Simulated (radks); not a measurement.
# Ionisation of Rh⁺: one atom, several choices of functional

An exercise on one series of results from a longer session: the logs are not shown, and one member is left open.

The numbers are computed with radks (a radial shooting solver on a logarithmic mesh, Libxc functionals) version 1 (scalar-relativistic Kohn-Sham, spin-polarised, spherical densities, finite nucleus; open shells are filled with parallel spins first), except any that are marked as measured or tabulated.

## The atom as given

| Property | Result |
| --- | --- |
| element | rhodium (Z = 45) |
| charge | +1 |
| electrons | 44 |
| configuration | [Kr] 4d8 |
| ion | Rh²⁺, [Kr] 4d7 |
| choices | exchange-only LDA; LDA (Slater exchange, Perdew-Wang correlation); XLYP; Wu-Cohen GGA; PBE; TASK exchange with Perdew-Wang LDA correlation |

Outer shells as boxes (Hund's rule):

Rh⁺
```
[Kr] core
4d [↑↓][↑↓][↑↓][↑ ][↑ ]
```

Rh²⁺
```
[Kr] core
4d [↑↓][↑↓][↑ ][↑ ][↑ ]
```

The first run:

The run's settings:

```text
Z 45
configuration [Kr] 4d8
relativity scalar-relativistic
functional lda,
spin polarised
nucleus finite rms 4.4945 fm
c 137.035999084
```

Steps of the session up to this table: exchange-only LDA: Rh⁺; exchange-only LDA: Rh²⁺; LDA (Slater exchange, Perdew-Wang correlation): Rh⁺; LDA (Slater exchange, Perdew-Wang correlation): Rh²⁺; XLYP: Rh⁺; XLYP: Rh²⁺; Wu-Cohen GGA: Rh⁺; Wu-Cohen GGA: Rh²⁺; PBE: Rh⁺; PBE: Rh²⁺; TASK exchange with Perdew-Wang LDA correlation: Rh⁺; TASK exchange with Perdew-Wang LDA correlation: Rh²⁺.

One of the session's tables, all rows but one given; the rest of the session is left out.

| functional | Δ-SCF (eV) | −ε(HOMO) (eV) | <r> HOMO (bohr) |
| --- | --- | --- | --- |
| exchange-only LDA | 17.260 | 11.704 | 1.577 |
| LDA (Slater exchange, Perdew-Wang correlation) | 18.883 | 13.194 | 1.561 |
| XLYP | ? | ? | ? |
| Wu-Cohen GGA | 18.533 | 12.865 | 1.555 |
| PBE | 18.521 | 12.852 | 1.559 |
| TASK exchange with Perdew-Wang LDA correlation | 17.798 | 12.183 | 1.519 |

Estimate the missing values for XLYP.

The run gave: Δ-SCF (eV): 18.535; −ε(HOMO) (eV): 12.869; <r> HOMO (bohr): 1.571. In the column «Δ-SCF (eV)» it lies between Wu-Cohen GGA (18.533) and LDA (Slater exchange, Perdew-Wang correlation) (18.883).

Open shells are spherical and high-spin; term and fine-structure splittings are not resolved.
